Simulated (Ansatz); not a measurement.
# C2H3NSe: a dynamics run in two tries

The task is a short trajectory. SMILES of the start: NC1=C[Se]1.

Program: Ansatz 0.2.0. Level of theory: RKS BHLYP/def2-SVPD. These are calculated values, not measurements.

### Step 1. The structure to begin with

Bond lengths: N1–C2 1.363 Å, C2–C3 1.299 Å, C2–Se4 1.871 Å, C3–Se4 2.071 Å, N1–H5 1.021 Å, N1–H6 1.005 Å, C3–H7 1.095 Å. Angles: N1–C2–C3 141.3°, N1–C2–Se4 139.3°, C3–C2–Se4 79.3°, C2–N1–H5 110.8°, C2–N1–H6 109.0°, H5–N1–H6 122.6°, C2–C3–Se4 62.6°, C2–C3–H7 158.1°, Se4–C3–H7 138.5°, C2–Se4–C3 38.1°.

As a file:

```xyz
7

N    -0.0596    1.0172    0.6604
C     0.1218   -0.0227   -0.2016
C    -0.0909   -1.2997   -0.3094
Se    0.9063   -0.3658   -1.8655
H    -0.2657    0.6769    1.6008
H     0.6362    1.7187    0.4785
H    -0.5243   -2.2793   -0.0844
```

### Step 2. First try

Contents of input.yaml:

```yaml
crystal:
  periodic: [false, false, false]
  atoms:
    - { symbol: "N", position_ang: [-0.059633, 1.01725, 0.660414] }
    - { symbol: C, position_ang: [0.121778, -0.022674, -0.20159] }
    - { symbol: C, position_ang: [-0.090931, -1.29975, -0.309411] }
    - { symbol: Se, position_ang: [0.906322, -0.365773, -1.865468] }
    - { symbol: H, position_ang: [-0.265735, 0.676869, 1.600772] }
    - { symbol: H, position_ang: [0.636214, 1.718682, 0.478487] }
    - { symbol: H, position_ang: [-0.524306, -2.279314, -0.084354] }
basis:
  gaussian: { orbitals: def2-SVPD }
hamiltonian:
  xc: { name: BHLYP }
md:
  timestep: 0.5
  n_steps: 25
  ensemble: npt_langevin
  temperature: 1000.0
  initial_velocities: maxwell_boltzmann
  seed: 676701
  friction: 0.05
  pressure: 1.0
scf:
  lower_state_search: "off"
```

Launch:

```sh
$ ansatz run input.yaml --threads 2 --pin off --max-ram 3072MiB --backend cpu --events-out ev --progress --plain --runs-dir out
```

Q: Predict the outcome of this session. Wanted: first try.

As calculated:

| quantity | value |
| --- | --- |
| first try | refused |
| cause | a barostat needs a periodic cell, and a molecule in free space has none |

The fault in the first input was caught at the input check and cost nothing.
